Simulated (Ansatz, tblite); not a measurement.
# The cluster Na₃Cl₃+: rung by rung

The task here is to estimate one member of a computed series from the others.

Method: as each input shows; program: Ansatz 0.2.0, Gaussian basis.

Plan: GFN1-xTB, GFN2-xTB, PBE-D4/def2-TZVP, r2SCAN-D4/def2-TZVP, BLYP-D4/def2-TZVP, revPBE-D4/def2-TZVP, LDA/def2-TZVP, PBE-D4/def2-SVP, PBE0-D4/def2-SVP, CCSD(T)/def2-SVP, MP2/def2-TZVP.

3 further runs of the same task are left out: 3 set aside as unsound or not needed.

## The structure

The geometry is that of the doublet, from an earlier relaxation (B3LYP-D4/def2-SVP). At that level it is the lowest of the isomers that a small search found.

6 atoms, charge 1, spin multiplicity 2.

Bond lengths: Na1–Cl4 2.709 Å, Na1–Cl5 2.707 Å, Na1–Cl6 2.683 Å, Na2–Cl4 2.652 Å, Na2–Cl6 2.582 Å, Na3–Cl5 2.652 Å, Na3–Cl6 2.583 Å. Angles: Cl4–Na1–Cl5 59.8°, Cl4–Na1–Cl6 87.6°, Cl5–Na1–Cl6 87.7°, Cl4–Na2–Cl6 90.9°, Cl5–Na3–Cl6 91.0°, Na1–Cl4–Na2 85.5°, Na1–Cl5–Na3 85.6°, Na1–Cl6–Na2 87.5°, Na1–Cl6–Na3 87.5°, Na2–Cl6–Na3 102.9°.

The ion is computed in the gas phase, without counter-ions or solvent.

PBE0-D4/def2-TZVP was run before; its log isn't repeated, and its numbers join the tables.

Set-up of the first run:

Tight binding, by tblite at 300 K electronic temperature and without a spin-polarisation term:

```python
tblite.interface.Calculator('GFN1-xTB', numbers, positions, charge=1, uhf=1).singlepoint()
```

Tight binding, by tblite at 300 K electronic temperature and without a spin-polarisation term:

```python
tblite.interface.Calculator('GFN2-xTB', numbers, positions, charge=1, uhf=1).singlepoint()
```

start.molden holds the orbitals of an earlier run on this state, given as this run's starting guess.

in.yaml reads:

```yaml
crystal:
  periodic: [false, false, false]
  atoms:
    - {symbol: Na, position_ang: [-0.172349, 0.829387, -1.677205]}
    - {symbol: Na, position_ang: [0.764661, 1.360483, 1.800805]}
    - {symbol: Na, position_ang: [-1.615391, -1.657339, 0.556296]}
    - {symbol: Cl, position_ang: [2.061010, 0.279929, -0.244951]}
    - {symbol: Cl, position_ang: [0.466784, -1.733705, -1.084142]}
    - {symbol: Cl, position_ang: [-1.504724, 0.921254, 0.649198]}
basis:
  gaussian: {orbitals: def2-TZVP, initial_orbitals: start.molden}
total_charge: 1
magnetization: {spin_polarized: true, initial_magnetization: 1}
hamiltonian: {xc: pbe, dispersion: d4}
scf: {omitted_lower_state_checks: [starts]}
output: {forces: true, orbitals: {seedname: orbitals}}
```

Run with:

```sh
ansatz run in.yaml --threads 4 --pin off --events-out ev --progress --plain --max-ram 4787MiB
```

Among the steps run: PBE-D4/def2-TZVP; r2SCAN-D4/def2-TZVP; BLYP-D4/def2-TZVP; revPBE-D4/def2-TZVP; LDA/def2-TZVP; PBE-D4/def2-SVP; PBE0-D4/def2-SVP; CCSD(T)/def2-SVP; MP2/def2-TZVP.

One table of the session follows, with a row left open; its other results are not shown here.

```
              level  HOMO (eV)  LUMO (eV)  gap (eV)
      LDA/def2-TZVP     -10.40      -9.60      0.80
    PBE-D4/def2-SVP          ?          ?         ?
   PBE-D4/def2-TZVP     -10.31      -9.27      1.04
revPBE-D4/def2-TZVP     -10.25      -9.17      1.08
  BLYP-D4/def2-TZVP     -10.13      -9.14      0.99
r2SCAN-D4/def2-TZVP     -10.73      -9.14      1.59
   PBE0-D4/def2-SVP     -11.64      -8.28      3.36
  PBE0-D4/def2-TZVP     -11.76      -8.36      3.40
```

Estimate the missing values for PBE-D4/def2-SVP.

**Answer.** HOMO (eV): -10.17; LUMO (eV): -9.15; gap (eV): 1.02. In the column «HOMO (eV)» it lies between revPBE-D4/def2-TZVP (-10.25) and BLYP-D4/def2-TZVP (-10.13).
